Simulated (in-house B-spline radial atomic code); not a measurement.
**Ta⁴⁺: excited configurations in jj coupling**

Wanted: excitation energies of Ta⁴⁺ as differences of total energies (ΔSCF).

Method: Dirac-Hartree-Fock, average of configuration, Fermi nucleus, basis-set limit. Code: in-house B-spline radial atomic code version 1.

## 1. What is computed

```
element       : tantalum (Z = 73)
charge        : +4
electrons     : 69
configuration : 1s2 2s2 2p6 3s2 3p6 3d10 4s2 4p6 4d10 4f14 5s2 5p6 5d-1
Hamiltonian   : Dirac-Coulomb
nucleus       : Fermi, rms radius 5.351 fm
```

In configurations, a minus sign after the shell means j = l − 1/2 and a plus sign j = l + 1/2; the count of electrons follows.

Input settings:

```ini
Z = 73
electrons = 69.0
configuration = 1s2 2s2 2p6 3s2 3p6 3d10 4s2 4p6 4d10 4f14 5s2 5p6 5d-1
hamiltonian = dirac
method = hf
spin_polarised = False
nucleus = fermi
rms_radius = 5.3507
mass_number = 181
atomic_mass = 180.947998528
speed_of_light = 137.035999084
```

The reference is known from an earlier run: -15613.787506 hartree in all. Up to eight levels, counted from the top:

```
orbital  occupation  energy (eV)  <r> (bohr)
  4d3/2           4      -304.70      0.5173
  4d5/2           6      -292.42      0.5287
  5s1/2           2      -128.56       1.107
  5p1/2           2      -96.381       1.211
  5p3/2           4      -85.784       1.297
  4f5/2           6      -83.741      0.6197
  4f7/2           8      -81.484      0.6274
  5d3/2           1      -47.494       1.720
```

## 2. Run with 1s2 2s2 2p6 3s2 3p6 3d10 4s2 4p6 4d-3 4d+6 4f14 5s2 5p6 5d-1 7d+1

Changes to the settings of step 1:

```diff
@@ -2,3 +2,3 @@
 electrons = 69.0
-configuration = 1s2 2s2 2p6 3s2 3p6 3d10 4s2 4p6 4d10 4f14 5s2 5p6 5d-1
+configuration = 1s2 2s2 2p6 3s2 3p6 3d10 4s2 4p6 4d-3 4d+6 4f14 5s2 5p6 5d-1 7d+1
 hamiltonian = dirac
```

Results of the run (chosen fields of its result record, rounded):

```text
status: converged
iterations: 10
energy [hartree]: {"total": -15603.4547103, "kinetic": 17505.9275597, "nuclear": -38760.2545839, "coulomb": 5957.27181871, "exact_exchange": -306.399504791}
breit [hartree]: {"gaunt": 18.3137, "retardation": -1.938575, "frequency_dependence": -0.3114798}
qed [hartree]: {"self_energy": 13.29568, "uehling": -2.457564, "wichmann_kroll": 0.0956027}
recoil [hartree]: 0.02937088
total_with_corrections [hartree]: -15576.4279803
orbitals [hartree, bohr; first row names the columns]:
  - ["name", "occ", "eps", "<r>"]
  - ["1s1/2", 2.0, -2495.7295, 0.018662]
  - ["2s1/2", 2.0, -435.9063, 0.078282]
  - ["2p1/2", 2.0, -415.76643, 0.064943]
  - ["2p3/2", 4.0, -369.01249, 0.072744]
  - ["3s1/2", 2.0, -103.99247, 0.20376]
  - ["3p1/2", 2.0, -95.082984, 0.19402]
  - ["3p3/2", 4.0, -84.855451, 0.20839]
  - ["3d3/2", 4.0, -70.000446, 0.18315]
  - ["3d5/2", 6.0, -67.836951, 0.18736]
  - ["4s1/2", 2.0, -24.235435, 0.45801]
  - ["4p1/2", 2.0, -20.413431, 0.4643]
  - ["4p3/2", 4.0, -18.148857, 0.49508]
  - ["4d3/2", 3.0, -12.037219, 0.5134]
  - ["4d5/2", 6.0, -11.600287, 0.52493]
  - ["4f5/2", 6.0, -3.8121568, 0.60149]
  - ["4f7/2", 8.0, -3.8168109, 0.60458]
  - ["5s1/2", 2.0, -5.3069155, 1.0826]
  - ["5p1/2", 2.0, -4.0797928, 1.1752]
  - ["5p3/2", 4.0, -3.6650226, 1.2523]
  - ["5d3/2", 1.0, -2.1542848, 1.5952]
  - ["7d5/2", 1.0, -0.52994385, 6.5895]
sum_r [bohr^k]: {"-1": 530.9895, "1": 38.77035, "2": 76.28452}
energy_minus_base [hartree]: 10.3327961
energy_minus_base_with_corrections [hartree]: 10.3202748
```

Wall time 1.6 s (1 thread, shared host).

energy_minus_base is the energy less that of the reference run.

## 3. 1s2 2s2 2p6 3s2 3p6 3d10 4s2 4p6 4d10 4f14 5s2 5p6 7g+1

Changes to the settings of step 2:

```diff
@@ -2,3 +2,3 @@
 electrons = 69.0
-configuration = 1s2 2s2 2p6 3s2 3p6 3d10 4s2 4p6 4d-3 4d+6 4f14 5s2 5p6 5d-1 7d+1
+configuration = 1s2 2s2 2p6 3s2 3p6 3d10 4s2 4p6 4d10 4f14 5s2 5p6 7g+1
 hamiltonian = dirac
```

Results of the run:

```text
status: converged
iterations: 10
energy [hartree]: {"total": -15612.3113938, "kinetic": 17515.0314638, "nuclear": -38804.3837711, "coulomb": 5986.06314153, "exact_exchange": -309.022228028}
breit [hartree]: {"gaunt": 18.32981, "retardation": -1.940302, "frequency_dependence": -0.3111571}
qed [hartree]: {"self_energy": 13.29327, "uehling": -2.457267, "wichmann_kroll": 0.09559114}
recoil [hartree]: 0.02934648
total_with_corrections [hartree]: -15585.2720985
orbitals [hartree, bohr; first row names the columns]:
  - ["name", "occ", "eps", "<r>"]
  - ["1s1/2", 2.0, -2495.1094, 0.018662]
  - ["2s1/2", 2.0, -435.30766, 0.078288]
  - ["2p1/2", 2.0, -415.17838, 0.064951]
  - ["2p3/2", 4.0, -368.40092, 0.07275]
  - ["3s1/2", 2.0, -103.49671, 0.20381]
  - ["3p1/2", 2.0, -94.588009, 0.19409]
  - ["3p3/2", 4.0, -84.356543, 0.20846]
  - ["3d3/2", 4.0, -69.522074, 0.183]
  - ["3d5/2", 6.0, -67.316193, 0.18744]
  - ["4s1/2", 2.0, -23.866288, 0.45914]
  - ["4p1/2", 2.0, -20.152842, 0.46572]
  - ["4p3/2", 4.0, -17.775526, 0.49691]
  - ["4d3/2", 4.0, -11.662193, 0.51742]
  - ["4d5/2", 6.0, -11.217223, 0.52869]
  - ["4f5/2", 6.0, -3.5436511, 0.61609]
  - ["4f7/2", 8.0, -3.4641336, 0.62546]
  - ["5s1/2", 2.0, -5.1717471, 1.0993]
  - ["5p1/2", 2.0, -3.9458527, 1.1946]
  - ["5p3/2", 4.0, -3.5840573, 1.2789]
  - ["7g9/2", 1.0, -0.25591201, 12.632]
sum_r [bohr^k]: {"-1": 531.594, "1": 44.2162, "2": 206.7063}
energy_minus_base [hartree]: 1.47611264
energy_minus_base_with_corrections [hartree]: 1.47615664
```

Run time: 1.6 s. Hardware: 1 thread, shared host.

## 4. Run with 1s2 2s2 2p6 3s2 3p6 3d10 4s2 4p6 4d10 4f-5 4f+8 5s2 5p6 5d-1 6d+1

Changes to the settings of step 3:

```diff
@@ -2,3 +2,3 @@
 electrons = 69.0
-configuration = 1s2 2s2 2p6 3s2 3p6 3d10 4s2 4p6 4d10 4f14 5s2 5p6 7g+1
+configuration = 1s2 2s2 2p6 3s2 3p6 3d10 4s2 4p6 4d10 4f-5 4f+8 5s2 5p6 5d-1 6d+1
 hamiltonian = dirac
```

Results of the run:

```text
status: converged
iterations: 10
energy [hartree]: {"total": -15611.8316515, "kinetic": 17515.0333741, "nuclear": -38791.1031009, "coulomb": 5971.65929974, "exact_exchange": -307.421224498}
breit [hartree]: {"gaunt": 18.33508, "retardation": -1.941475, "frequency_dependence": -0.3112913}
qed [hartree]: {"self_energy": 13.29454, "uehling": -2.457406, "wichmann_kroll": 0.09559658}
recoil [hartree]: 0.0293602
total_with_corrections [hartree]: -15584.787241
orbitals [hartree, bohr; first row names the columns]:
  - ["name", "occ", "eps", "<r>"]
  - ["1s1/2", 2.0, -2495.2995, 0.018662]
  - ["2s1/2", 2.0, -435.53152, 0.078291]
  - ["2p1/2", 2.0, -415.39612, 0.064954]
  - ["2p3/2", 4.0, -368.62139, 0.072754]
  - ["3s1/2", 2.0, -103.77229, 0.20382]
  - ["3p1/2", 2.0, -94.848705, 0.19408]
  - ["3p3/2", 4.0, -84.637191, 0.20847]
  - ["3d3/2", 4.0, -69.769659, 0.18295]
  - ["3d5/2", 6.0, -67.596309, 0.18748]
  - ["4s1/2", 2.0, -24.102989, 0.45825]
  - ["4p1/2", 2.0, -20.358264, 0.46452]
  - ["4p3/2", 4.0, -18.003269, 0.49542]
  - ["4d3/2", 4.0, -11.811192, 0.51469]
  - ["4d5/2", 6.0, -11.438582, 0.52567]
  - ["4f5/2", 5.0, -3.7251133, 0.60159]
  - ["4f7/2", 8.0, -3.6653998, 0.6075]
  - ["5s1/2", 2.0, -5.1906755, 1.0848]
  - ["5p1/2", 2.0, -3.9660776, 1.1781]
  - ["5p3/2", 4.0, -3.5561338, 1.2556]
  - ["5d3/2", 1.0, -2.0528577, 1.6017]
  - ["6d5/2", 1.0, -0.85494672, 3.9311]
sum_r [bohr^k]: {"-1": 531.4121, "1": 36.09007, "2": 44.92827}
energy_minus_base [hartree]: 1.95585488
energy_minus_base_with_corrections [hartree]: 1.96101407
```

Wall time 1.4 s (1 thread, shared host).

## 5. Configuration 1s2 2s2 2p6 3s2 3p6 3d10 4s2 4p6 4d10 4f14 5s2 5p6 5d+1

Changes to the settings of step 4:

```diff
@@ -2,3 +2,3 @@
 electrons = 69.0
-configuration = 1s2 2s2 2p6 3s2 3p6 3d10 4s2 4p6 4d10 4f-5 4f+8 5s2 5p6 5d-1 6d+1
+configuration = 1s2 2s2 2p6 3s2 3p6 3d10 4s2 4p6 4d10 4f14 5s2 5p6 5d+1
 hamiltonian = dirac
```

Results of the run:

```text
status: converged
iterations: 10
energy [hartree]: {"total": -15613.7597755, "kinetic": 17516.3661682, "nuclear": -38838.2697038, "coulomb": 6017.36210393, "exact_exchange": -309.218343839}
breit [hartree]: {"gaunt": 18.32955, "retardation": -1.940328, "frequency_dependence": -0.3111171}
qed [hartree]: {"self_energy": 13.29295, "uehling": -2.457217, "wichmann_kroll": 0.09558918}
recoil [hartree]: 0.02934628
total_with_corrections [hartree]: -15586.7210013
orbitals [hartree, bohr; first row names the columns]:
  - ["name", "occ", "eps", "<r>"]
  - ["1s1/2", 2.0, -2494.6423, 0.018662]
  - ["2s1/2", 2.0, -434.83849, 0.078288]
  - ["2p1/2", 2.0, -414.70817, 0.064951]
  - ["2p3/2", 4.0, -367.93238, 0.072751]
  - ["3s1/2", 2.0, -103.03375, 0.20382]
  - ["3p1/2", 2.0, -94.124527, 0.19409]
  - ["3p3/2", 4.0, -83.893662, 0.20846]
  - ["3d3/2", 4.0, -69.057751, 0.183]
  - ["3d5/2", 6.0, -66.853688, 0.18744]
  - ["4s1/2", 2.0, -23.405217, 0.45914]
  - ["4p1/2", 2.0, -19.690931, 0.46572]
  - ["4p3/2", 4.0, -17.314806, 0.49689]
  - ["4d3/2", 4.0, -11.200201, 0.51742]
  - ["4d5/2", 6.0, -10.759088, 0.52861]
  - ["4f5/2", 6.0, -3.0829623, 0.61776]
  - ["4f7/2", 8.0, -3.0055497, 0.62863]
  - ["5s1/2", 2.0, -4.7315082, 1.1071]
  - ["5p1/2", 2.0, -3.5082762, 1.2067]
  - ["5p3/2", 4.0, -3.1798434, 1.2978]
  - ["5d5/2", 1.0, -1.7163924, 1.7571]
sum_r [bohr^k]: {"-1": 532.0582, "1": 33.4913, "2": 30.06623}
energy_minus_base [hartree]: 0.027730941
energy_minus_base_with_corrections [hartree]: 0.027253826
```

It took 1.2 s on 1 thread, shared host.

## 6. The excitation energies

| net move | configuration | energy above the reference (eV) | with Breit, QED, recoil (eV) | largest <r> (bohr) |
| --- | --- | --- | --- | --- |
| 5d3/2 → 5d5/2 | 1s2 2s2 2p6 3s2 3p6 3d10 4s2 4p6 4d10 4f14 5s2 5p6 5d+1 | 0.755 | 0.742 | 1.76 |
| 5d3/2 → 7g9/2 | 1s2 2s2 2p6 3s2 3p6 3d10 4s2 4p6 4d10 4f14 5s2 5p6 7g+1 | 40.167 | 40.168 | 12.6 |
| 4f5/2 → 6d5/2 | 1s2 2s2 2p6 3s2 3p6 3d10 4s2 4p6 4d10 4f-5 4f+8 5s2 5p6 5d-1 6d+1 | 53.222 | 53.362 | 3.93 |
| 4d3/2 → 7d5/2 | 1s2 2s2 2p6 3s2 3p6 3d10 4s2 4p6 4d-3 4d+6 4f14 5s2 5p6 5d-1 7d+1 | 281.17 | 280.83 | 6.59 |

The energies run from 0.755 eV (5d3/2 → 5d5/2) to 281.17 eV (4d3/2 → 7d5/2). Koopmans' estimate of the ionisation threshold is 47.494 eV; 2 configurations exceed it by over 2 % and could autoionise. Two partly filled shells share a symmetry and can mix in the average, which may lower the energy, for: 4d3/2 → 7d5/2. These are averages over configurations, without correlation, not spectroscopic levels.
